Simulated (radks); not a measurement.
# Cl⁺ in [Ne] 3s2 3p3.5 4f0.5: an all-electron calculation

Wanted: eigenvalues, radial structure and energy terms of the chlorine ion Cl+.

Method: non-relativistic Kohn-Sham, PBE, spin-polarised, spherical densities, point nucleus; open shells are filled with parallel spins first. Code: radks (a radial shooting solver on a logarithmic mesh, Libxc functionals) version 1.

## 1. What is computed

| Quantity | Value |
| --- | --- |
| element | chlorine (Z = 17) |
| charge | +1 |
| electrons | 16 |
| configuration | [Ne] 3s2 3p3.5 4f0.5 |

## 2. The calculation

The run's settings:

```text
Z 17
configuration [Ne] 3s2 3p3.5 4f0.5 4s0 3d0 4p0 5f0
relativity non-relativistic
functional pbe,pbe
spin polarised
nucleus point
```

The run is started by

```bash
> python run_ks.py task.json out
```

This one command runs every case of the session in turn.

Q: Predict the outcome of this run.

**Answer**, as computed:

| quantity | value |
| --- | --- |
| total energy | -459.15094 hartree |
| exchange-correlation share of it | 5.99 % |
| −T/E | 0.9989 |
| highest occupied level | 4f up, -2.117 eV |
| most extended occupied level | 4f up, <r> = 10.3 bohr |
| radius at density 0.001 e/bohr³ | 3.42 bohr |
| maxima of the radial density | 4 |

4 principal shells are occupied and 4 maxima appear in the radial density. −T/E = 0.9989, near the virial value of 1. This is not the tabulated ground configuration, so its levels and sizes aren't those of the ground state, and no measured value stands beside it.
